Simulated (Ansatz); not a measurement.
# GaClF (SMILES [F][Ga][Cl]): UB3LYP/cc-pVTZ

What is the electronic atomisation energy of GaClF at UB3LYP/cc-pVTZ? 

Program for the calculation: Ansatz 0.2.0.

27 further runs of the same task are left out: 27 set aside as unsound or not needed.

## Step 1: The structure to begin with

GaClF has 3 atoms, charge 0, and is taken as a doublet. SMILES: `[F][Ga][Cl]`. The coordinates come from a PBE0-D4/def2-TZVP relaxation.

Bond lengths: F1–Ga2 1.758 Å, Ga2–Cl3 2.157 Å. Angles: F1–Ga2–Cl3 117.7°.

## Step 2: The energy at UB3LYP/cc-pVTZ

job.yaml reads:

```yaml
crystal:
  periodic: [false, false, false]
  atoms:
    - {symbol: F, position_ang: [-1.421100, 0.295900, -0.754800]}
    - {symbol: Ga, position_ang: [0.066400, 0.649600, 0.112200]}
    - {symbol: Cl, position_ang: [1.343900, -1.010300, 0.629300]}
basis:
  gaussian: {orbitals: cc-pVTZ}
magnetization: {spin_polarized: true, initial_magnetization: 1}
hamiltonian: {xc: {name: B3LYP}}
accuracy: high
output: {orbitals: {seedname: orbitals}}
```

Launch:

```
$ ansatz run job.yaml --threads 1 --pin off --max-ram 3480MiB --events-out events.jsonl --progress --plain --runs-dir runs
```

Standard output:

```text
Warning: RAYON_NUM_THREADS=1 ignored (pool sized by the plan → 1); use --threads N
Functional definition: B3LYP
  name "B3LYP"
  parameter a0 = 0.2
  parameter ax = 0.72
  parameter ac = 0.81
  exchange = (1 - a0 - ax)*slater_x + ax*b88_x + a0*exact_x
  correlation = (1 - ac)*vwn_rpa_c + ac*lyp_c
1591 factors; integrals over basis functions are off by at most 4.3e-9 eV
mean field evaluation 1: about -67620.1268 eV, gradient 3.3e1 eV
mean field evaluation 2: about -67597.2781 eV, gradient 9.0e1 eV
mean field evaluation 4: about -67623.4893 eV, gradient 5.1e0 eV
mean field evaluation 8: about -67623.6358 eV, gradient 2.4e-1 eV
mean field evaluation 16: about -67623.6362 eV, gradient 1.7e-4 eV
mean field -67623.63616753 eV, -2485.1227922098 hartree, gradient 8.3e-8 eV, S^2 0.752327; 0 other end points of the search recorded, 0 dependent functions left out
reference -67623.63619909 eV, -2485.1227933695 hartree; 29, 28 occupied and 78, 79 virtual orbitals, 1591 factors
Total energy: -67623.63619909 eV, -2485.1227933695 hartree
```

It took 15 s on 1 thread of Arm Neoverse V2, shared host; peak memory 0.44 GiB.

## Step 3: The Cl atom

in.yaml reads:

```yaml
basis:
  gaussian: {orbitals: cc-pVTZ}
crystal:
  periodic: [false, false, false]
  atoms:
    - symbol: Cl
      position_ang: [0.000000, 0.000000, 0.000000]
magnetization: {spin_polarized: true, initial_magnetization: 1}
hamiltonian: {xc: {name: B3LYP}}
accuracy: high
```

Run the same way, it converges to -460.17466 Eh (log not shown).

## Step 4: The F atom at the same level

run.yaml reads:

```yaml
crystal:
  periodic: [false, false, false]
  atoms:
    - {symbol: F, position_ang: [0.000000, 0.000000, 0.000000]}
basis:
  gaussian:
    orbitals: cc-pVTZ
accuracy: high
magnetization:
  spin_polarized: true
  initial_magnetization: 1
hamiltonian:
  xc: {name: B3LYP}
```

Run the same way, it converges to -99.76287 Eh (log not shown).

## Step 5: The Ga atom

job.yaml reads:

```yaml
crystal:
  periodic: [false, false, false]
  atoms:
    - {symbol: Ga, position_ang: [0.000000, 0.000000, 0.000000]}
basis:
  gaussian: {orbitals: cc-pVTZ}
total_charge: 0
magnetization: {spin_polarized: true, initial_magnetization: 1}
hamiltonian: {xc: {name: B3LYP}}
accuracy: high
```

Run the same way, it converges to -1924.89727 Eh (log not shown).

## Step 6: What came out

At UB3LYP/cc-pVTZ:

| quantity | value |
| --- | --- |
| molecule: total energy | -2485.12279 Eh |
| molecule: HOMO energy (highest over α and β) | -7.14 eV |
| molecule: LUMO energy (lowest over α and β) | -4.62 eV |
| molecule: ⟨S²⟩ | 0.752 |
| Cl atom: total energy | -460.17466 Eh |
| Cl atom: ⟨S²⟩ | 0.753 |
| F atom: total energy | -99.76287 Eh |
| F atom: ⟨S²⟩ | 0.751 |
| Ga atom: total energy | -1924.89727 Eh |
| Ga atom: ⟨S²⟩ | 0.752 |
| electronic atomisation energy | 7.837 eV |

Taking the molecule apart into free atoms costs 7.84 eV (756 kJ/mol), before zero-point energy and without spin-orbit coupling.
